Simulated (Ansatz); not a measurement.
**B8P7 zinc blende off disc (B8P7H24−): the relaxed shape and its frontier levels**

Aim: characterise B8P7 zinc blende off disc (B8P7H24−) as a singlet: its structure, frontier levels and distribution of charge.

Computed with Ansatz 0.2.0, Gaussian basis. Level: RKS PBE0-D4/def2-TZVP.

Plan: relaxation at r2SCAN-D4/def2-SVP; a single point at PBE0-D4/def2-TZVP.

**1. The starting structure**

39 atoms, charge -1, spin multiplicity 1.

Atoms are counted from 1 here; the program's logs count them from 0.

Bond lengths: B1–P9 1.922 Å, B1–P10 1.948 Å, B1–H16 1.195 Å, B1–H17 1.198 Å, B2–P11 1.922 Å, B2–P12 1.948 Å, B2–H18 1.195 Å, B2–H19 1.198 Å, B3–P9 1.926 Å, B3–P11 1.926 Å, B3–P15 1.970 Å, B3–H20 1.200 Å, B4–P10 1.950 Å, B4–P15 1.950 Å, B4–H21 1.198 Å, B4–H22 1.198 Å, B5–P12 1.950 Å, B5–P15 1.950 Å and more. Angles: P9–B1–P10 104.9°, P9–B1–H16 109.8°, P9–B1–H17 105.6°, P10–B1–H16 112.8°, P10–B1–H17 109.7°, H16–B1–H17 113.5°, P11–B2–P12 104.9°, P11–B2–H18 109.8°, P11–B2–H19 105.6°, P12–B2–H18 112.8°, P12–B2–H19 109.7°, H18–B2–H19 113.5°, P9–B3–P11 111.4°, P9–B3–P15 112.1°, P9–B3–H20 106.9°, P11–B3–P15 112.1°, P11–B3–H20 106.9°, P15–B3–H20 107.0° and more.

Geometry (Å):

```xyz
39

B    -3.4925    1.1766   -0.2066
B     1.1777   -3.4939   -0.1974
B    -1.1820   -1.1825    0.0209
B    -1.1666    1.1705    2.0980
B     1.1662   -1.1624    2.1033
B     1.1827    1.1828    0.0170
B    -1.1786    3.4929   -0.2104
B     3.4927   -1.1779   -0.1998
P    -2.4403   -0.1930   -1.0493
P    -2.2185    2.2193    0.8350
P    -0.1904   -2.4427   -1.0452
P     2.2172   -2.2172    0.8438
P     0.1906    2.4395   -1.0531
P     2.4421    0.1890   -1.0488
P     0.0002    0.0023    1.0604
H    -4.0508    1.8267   -1.0390
H    -4.2406    0.6004    0.5302
H     1.8296   -4.0537   -1.0276
H     0.5991   -4.2403    0.5393
H    -1.8216   -1.8199    0.8113
H    -1.9065    0.5011    2.7607
H    -0.4965    1.9123    2.7582
H     0.4953   -1.9006    2.7667
H     1.9068   -0.4910    2.7635
H     1.8223    1.8236    0.8049
H    -1.8302    4.0488   -1.0439
H    -0.6024    4.2439    0.5239
H     4.0524   -1.8311   -1.0291
H     4.2403   -0.5991    0.5357
H    -3.2585   -1.1110   -1.7277
H    -1.8187    0.2401   -2.2266
H    -3.0541    3.0557    1.5931
H    -1.1060   -3.2611   -1.7255
H     0.2461   -1.8213   -2.2214
H     3.0529   -3.0512    1.6044
H    -0.2461    1.8140   -2.2269
H     1.1049    3.2561   -1.7370
H     1.8215   -0.2495   -2.2246
H     3.2603    1.1038   -1.7301
```

The ion is computed in the gas phase, without counter-ions or solvent.

The start is a GFN2-xTB geometry.

**2. Optimising with r2SCAN-D4/def2-SVP**

Input file in.yaml:

```yaml
crystal:
  periodic: [false, false, false]
  atoms:
    - {symbol: B, position_ang: [-3.492500, 1.176560, -0.206550]}
    - {symbol: B, position_ang: [1.177700, -3.493900, -0.197380]}
    - {symbol: B, position_ang: [-1.181960, -1.182480, 0.020870]}
    - {symbol: B, position_ang: [-1.166580, 1.170530, 2.097970]}
    - {symbol: B, position_ang: [1.166210, -1.162360, 2.103260]}
    - {symbol: B, position_ang: [1.182720, 1.182800, 0.016960]}
    - {symbol: B, position_ang: [-1.178650, 3.492930, -0.210410]}
    - {symbol: B, position_ang: [3.492690, -1.177880, -0.199840]}
    - {symbol: P, position_ang: [-2.440310, -0.193020, -1.049270]}
    - {symbol: P, position_ang: [-2.218510, 2.219320, 0.835030]}
    - {symbol: P, position_ang: [-0.190440, -2.442680, -1.045190]}
    - {symbol: P, position_ang: [2.217190, -2.217190, 0.843790]}
    - {symbol: P, position_ang: [0.190570, 2.439520, -1.053090]}
    - {symbol: P, position_ang: [2.442090, 0.188950, -1.048790]}
    - {symbol: P, position_ang: [0.000230, 0.002320, 1.060360]}
    - {symbol: H, position_ang: [-4.050810, 1.826650, -1.038990]}
    - {symbol: H, position_ang: [-4.240560, 0.600360, 0.530230]}
    - {symbol: H, position_ang: [1.829630, -4.053690, -1.027560]}
    - {symbol: H, position_ang: [0.599140, -4.240290, 0.539250]}
    - {symbol: H, position_ang: [-1.821650, -1.819910, 0.811290]}
    - {symbol: H, position_ang: [-1.906520, 0.501110, 2.760710]}
    - {symbol: H, position_ang: [-0.496480, 1.912260, 2.758170]}
    - {symbol: H, position_ang: [0.495300, -1.900600, 2.766700]}
    - {symbol: H, position_ang: [1.906790, -0.491050, 2.763500]}
    - {symbol: H, position_ang: [1.822320, 1.823600, 0.804880]}
    - {symbol: H, position_ang: [-1.830220, 4.048810, -1.043920]}
    - {symbol: H, position_ang: [-0.602390, 4.243880, 0.523860]}
    - {symbol: H, position_ang: [4.052380, -1.831050, -1.029090]}
    - {symbol: H, position_ang: [4.240290, -0.599070, 0.535690]}
    - {symbol: H, position_ang: [-3.258500, -1.110960, -1.727750]}
    - {symbol: H, position_ang: [-1.818660, 0.240050, -2.226560]}
    - {symbol: H, position_ang: [-3.054120, 3.055670, 1.593070]}
    - {symbol: H, position_ang: [-1.105970, -3.261050, -1.725480]}
    - {symbol: H, position_ang: [0.246090, -1.821330, -2.221440]}
    - {symbol: H, position_ang: [3.052940, -3.051230, 1.604380]}
    - {symbol: H, position_ang: [-0.246120, 1.814000, -2.226950]}
    - {symbol: H, position_ang: [1.104880, 3.256100, -1.736980]}
    - {symbol: H, position_ang: [1.821480, -0.249470, -2.224640]}
    - {symbol: H, position_ang: [3.260320, 1.103790, -1.730110]}
basis:
  gaussian: {orbitals: def2-SVP}
total_charge: -1
hamiltonian: {xc: r2scan, dispersion: d4}
scf: {lower_state_search: "off"}
output: {orbitals: {seedname: orbitals}}
relax: {f_tol: 0.03, max_steps: 70}
```

Launch:

```sh
$ ansatz run in.yaml --threads 2 --pin off --events-out ev --progress --plain --max-ram 32768MiB --backend cuda --devices 0, --max-vram 18GiB
```

Further steps of the session: Single point, PBE0-D4/def2-TZVP.

Q: Predict the results of all the runs planned. Wanted: point group; commonest bond, hydrogen aside; HOMO, LUMO at PBE0-D4/def2-TZVP.

As calculated:

```
                       quantity                           value
                    point group                             C2v
 commonest bond, hydrogen aside  B–P, 18 of mean length 1.958 Å
HOMO, LUMO at PBE0-D4/def2-TZVP                  -3.72, 2.27 eV
```

**Reading.** The molecule keeps its bonding pattern by the stored test; the atoms moved 0.07 Å (rms). No usable vibrations, so a minimum isn't proven. Whether this spin is the lowest isn't tested here.
